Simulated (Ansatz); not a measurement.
**GePH₂ (doublet): wave-function methods side by side, cc-pVDZ**

One table from this session's results is given with a row withheld; the runs are named, their logs left out.

Computed with Ansatz 0.2.0, Gaussian basis. Level: cc-pVDZ, core rule «outside noble gas», up to 19 orbitals frozen.

Plan: UHF; CCSD(T) on ROHF; CCSD(T) on UHF; BCCD(T) on ROHF; CISD; CCSDT(Q) on ROHF; CCSDT(Q) on UHF; CASSCF and MRCISD+Q, 11 electrons in 10 orbitals; CASSCF and NEVPT2, 11 electrons in 10 orbitals.

21 further runs of the same task are left out: 13 that didn't finish, 8 set aside as unsound or not needed.

### The geometry

The geometry is a PBE0/def2-TZVP stationary point (not a proven minimum) of the parent state, kept for this charge and spin. No spin-orbit coupling is included. The filled d shell of Ge may be among the frozen orbitals whatever the setting's name suggests; the logs give the count.

4 atoms, charge 0, spin multiplicity 2.

Atoms are counted from 1 here; the program's logs count them from 0.

Bond lengths: Ge1–P2 2.570 Å, P2–H3 1.417 Å, P2–H4 1.417 Å. Angles: Ge1–P2–H3 131.2°, Ge1–P2–H4 131.2°, H3–P2–H4 97.5°.

The first run:

File in.yaml:

```yaml
crystal:
  periodic: [false, false, false]
  atoms:
    - {symbol: Ge, position_ang: [0.000000, 0.000000, 0.820452]}
    - {symbol: P, position_ang: [0.000000, 0.000000, -1.749476]}
    - {symbol: H, position_ang: [0.000000, 1.065765, -2.683586]}
    - {symbol: H, position_ang: [0.000000, -1.065765, -2.683586]}
basis:
  gaussian: {orbitals: cc-pVDZ}
magnetization: {spin_polarized: true, initial_magnetization: 1}
hamiltonian: {xc: hf}
output: {orbitals: {seedname: orbitals}}
```

On the command line:

```console
> ansatz run in.yaml --threads 1 --pin off --events-out ev --progress --plain --max-ram 2393MiB
```

Among the steps run: UHF; CCSD(T) on ROHF; CCSD(T) on UHF; BCCD(T) on ROHF; CISD; CCSDT(Q) on ROHF; CCSDT(Q) on UHF; CASSCF and MRCISD+Q, 11 electrons in 10 orbitals; CASSCF and NEVPT2, 11 electrons in 10 orbitals.

One of the session's tables, all rows but one given; the rest of the session is left out.

It belongs to the step «Misses and costs». 

| method | from RCCSDT(Q) (meV) |
| --- | --- |
| ROHF | +6554.5 |
| UHF | +6263.5 |
| RMP2 | +1370.6 |
| UMP2 | +1658.6 |
| CISD | +962.5 |
| RCCSD | +375.7 |
| UCCSD | +367.2 |
| RCCSD(T) | +82.6 |
| UCCSD(T) | +117.9 |
| BCCD(T) | +86.2 |
| RCCSDT | +27.2 |
| UCCSDT | +24.3 |
| RCCSDT(Q) | 0 |
| UCCSDT(Q) | -9.4 |
| CASSCF valence | +4353.2 |
| NEVPT2 valence | +1043.9 |
| MRCISD valence | +359.3 |
| MRCISD+Q valence | ? |

Estimate the missing values for MRCISD+Q valence.

As computed: from RCCSDT(Q) (meV): +12.5. In the column «from RCCSDT(Q) (meV)» it lies between RCCSDT(Q) (0) and UCCSDT (+24.3).

To keep in mind: The determinant is far from a pure spin state, so its energy mixes those of several spin states (harmless only where they are near-degenerate, as at dissociation). Restricted and unrestricted rows rest on different reference determinants; where their highest levels disagree by more than a few hundredths of an eV, they describe different states and don't form one ladder.
